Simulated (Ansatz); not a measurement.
Task: a single point in a Gaussian basis of C2H4BFGe, SMILES F[B]1C=[CH][GeH2]1, with Ansatz's Python interface. Give the script and its output. Settings: MP2, def2-SVPD basis, multiplicity 1.

Input file `c2h4bfge.xyz`:
```text
9

F    -1.45910   -0.73940   -2.04320
B    -0.63360   -0.29700   -0.98120
C     0.81060    0.34700   -0.89300
C     1.05110    0.44010    0.48960
Ge   -0.71810   -0.30430    0.89000
H     1.52360    0.64050   -1.67720
H     1.80530    0.79070    1.13310
H    -1.66130    0.76960    1.48450
H    -0.63000   -1.69340    1.58030
```

The script, `energy_c2h4bfge.py`:
```python
# -*- coding: utf-8 -*-
"""Single point of C2H4BFGe in a Gaussian basis."""

from pathlib import Path
import json

import ansatz as az

molecule = az.Crystal.molecule_from_extxyz("c2h4bfge.xyz")

calc = (
    molecule.calculation()
    .basis(gaussian="def2-SVPD")
    .correlation("mp2")
    .orbitals()
)
print(calc.to_yaml())
result = calc.run(threads=1, backend="cpu", runs_dir="c2h4bfge_runs")
report = result.report

print("reference energy %16.6f eV" % report["reference_energy_ev"])
print("total energy     %16.6f eV" % report["free_energy_ev"])
print("occupied orbitals outside the frozen core (up, down):", report["n_occupied"], " frozen:", report["n_frozen"], " virtual:", report["n_virtual"])

print("correlation energy", round(report["free_energy_ev"] - report["reference_energy_ev"], 5), "eV")
cluster = report["correlation"].get("coupled_cluster")
if cluster:
    print("cycles", cluster["cycles"], " T1 diagnostic", round(cluster["t1_diagnostic"], 4), " largest double", round(cluster["largest_double"], 4))

lines = Path(report["orbitals_path"]).read_text().splitlines()
field_of = lambda key: [line.split("=")[1].strip() for line in lines if line.startswith(key)]
orbitals = [(27.211386 * float(e), s, float(n)) for e, s, n in zip(field_of("Ene="), field_of("Spin="), field_of("Occup="))]
homo = max(e for e, _, n in orbitals if n > 0.5)
lumo = min(e for e, _, n in orbitals if n < 0.5)
print(f"HOMO {homo:.3f} eV, LUMO {lumo:.3f} eV, gap {lumo - homo:.3f} eV")
with open("c2h4bfge.json", "w") as handle:
    json.dump({k: report[k] for k in ("free_energy_ev", "reference_energy_ev", "n_occupied", "n_virtual")}, handle, indent=1)
```

```console
$ python energy_c2h4bfge.py
crystal:
  periodic: [false, false, false]
  atoms:
    - { symbol: F, position_ang: [-1.4591, -0.7394, -2.0432] }
    - { symbol: B, position_ang: [-0.6336, -0.297, -0.9812] }
    - { symbol: C, position_ang: [0.8106, 0.347, -0.893] }
    - { symbol: C, position_ang: [1.0511, 0.4401, 0.4896] }
    - { symbol: Ge, position_ang: [-0.7181, -0.3043, 0.89] }
    - { symbol: H, position_ang: [1.5236, 0.6405, -1.6772] }
    - { symbol: H, position_ang: [1.8053, 0.7907, 1.1331] }
    - { symbol: H, position_ang: [-1.6613, 0.7696, 1.4845] }
    - { symbol: H, position_ang: [-0.63, -1.6934, 1.5803] }
basis:
  gaussian:
    orbitals: def2-SVPD
correlation:
  method: mp2
output:
  orbitals: {}

reference energy    -61963.192910 eV
total energy        -61984.400640 eV
occupied orbitals outside the frozen core (up, down): [18, 18]  frozen: 13  virtual: [122, 122]
correlation energy -21.20773 eV
HOMO -10.560 eV, LUMO 1.465 eV, gap 12.026 eV
```

`c2h4bfge.json`, as written:
```json
{
 "free_energy_ev": -61984.40063967103,
 "reference_energy_ev": -61963.19290976527,
 "n_occupied": [
  18,
  18
 ],
 "n_virtual": [
  122,
  122
 ]
}
```

What to keep in mind:
- These settings explore the input space; basis and method may be short of convergence.
- The geometry is a force-field or estimated start, not a minimum of this method, and the basis set is short of its limit.
- Levels such as HOMO and LUMO are orbital energies: in Hartree-Fock the gap is too wide and the LUMO hangs on the basis.
- Inner cores stay frozen; a filled d shell under the valence of the heavier atoms is correlated with it.
- The whole script took 7.3 s on 1 thread of Arm Neoverse V1 (shared host), peak memory 0.43 GiB.

(A comment or docstring line of the script was reworded after the run, the code is as it ran; lines on the test bed's own set-up are left out of the output.)
